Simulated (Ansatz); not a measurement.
# Sb3Au: pressure against volume

An exercise on one series of results from a longer session: the logs are not shown, and one member is left open.

Method: DFT LDA, scalar-relativistic, in Ansatz 0.2.0.

## Starting point

It takes space group Im-3m (No. 229, cubic). Conventional cell: a = 6.080 Å, b = 6.080 Å, c = 6.080 Å, α = 90.00°, β = 90.00°, γ = 90.00°. Around Sb (site symmetry 4/mmm) lie 4 Sb at 3.04 Å and 2 Au at 3.04 Å. Au (site symmetry m-3m) is surrounded by 6 Sb at 3.04 Å.

Structure file:

```xyz
4
Lattice="-3.0400 3.0400 3.0400 3.0400 -3.0400 3.0400 3.0400 3.0400 -3.0400" Properties=species:S:1:pos:R:3 pbc="T T T"
Sb    3.0400    0.0000    0.0000
Sb    0.0000    3.0400    0.0000
Sb    0.0000    0.0000    3.0400
Au    0.0000    0.0000    0.0000
```

Atoms are numbered in the order of the input: Sb1, Sb2, Sb3, Au4.

Set-up of the first run:

input.yaml reads:

```yaml
crystal:
  lattice:
    - [-2.9989138824, 2.9989138824, 2.9989138824]
    - [2.9989138824, -2.9989138824, 2.9989138824]
    - [2.9989138824, 2.9989138824, -2.9989138824]
  atoms:
    - { symbol: Sb, position: [0.0, 0.5, 0.5] }
    - { symbol: Sb, position: [0.5, 0.0, 0.5] }
    - { symbol: Sb, position: [0.5, 0.5, 0.0] }
    - { symbol: Au, position: [0.0, 0.0, 0.0] }
kpoints:
  mp_grid: { grid: [10, 10, 10] }
  band_path:
    path:
      - [0.0, 0.0, 0.0]
      - [0.5, -0.5, 0.5]
      - [0.0, 0.0, 0.5]
      - [0.0, 0.0, 0.0]
      - [0.25, 0.25, 0.25]
      - [0.5, -0.5, 0.5]
      - [0.25, 0.25, 0.25]
      - [0.0, 0.0, 0.5]
    npoints: 5
scf:
  occupations: { method: fermi_dirac, width: 0.05 }
hamiltonian:
  xc: lda
  pseudopotentials: { kind: all_electron, lapw: { basis_error: 0.001 } }
output:
  forces: true
  stress: true
  eigenvalues: true
```

On the command line:

```
$ ansatz run input.yaml --threads 1 --pin off --max-ram 4096MiB --backend cpu --events-out ev --progress --plain --runs-dir out
```

Among the steps run: Volume × 0.96, LAPW; Volume × 0.96, PAW; Volume × 0.96, crystal datasets; Volume × 0.99, LAPW; Volume × 0.99, PAW; Volume × 0.99, crystal datasets; Volume × 1.02, LAPW; Volume × 1.02, PAW; Volume × 1.02, crystal datasets; Volume × 1.06, LAPW; Volume × 1.06, PAW; Volume × 1.06, crystal datasets.

One of the session's tables, all rows but one given; the rest of the session is left out.

It belongs to the step «The equation of state». 

| method | volume (Å³/atom) | pressure (GPa) |
| --- | --- | --- |
| LAPW | 26.971 | -5.95 |
| LAPW | 27.814 | -7.40 |
| LAPW | 28.656 | ? |
| LAPW | 29.780 | -9.81 |
| PAW | 26.971 | -5.97 |
| PAW | 27.814 | -7.43 |
| PAW | 28.656 | -8.61 |
| PAW | 29.780 | -9.82 |
| crystal datasets | 26.971 | -5.95 |
| crystal datasets | 27.814 | -7.41 |
| crystal datasets | 28.656 | -8.59 |
| crystal datasets | 29.780 | -9.81 |

**Question.** Estimate the row for LAPW, 28.656.

**Answer.** pressure (GPa): -8.58. In the column «pressure (GPa)» it lies between crystal datasets, 28.656 (-8.59) and PAW, 27.814 (-7.43).

Caveats from the session: Warnings in the runs' records: gradients without spin orbit, crystal datasets made.
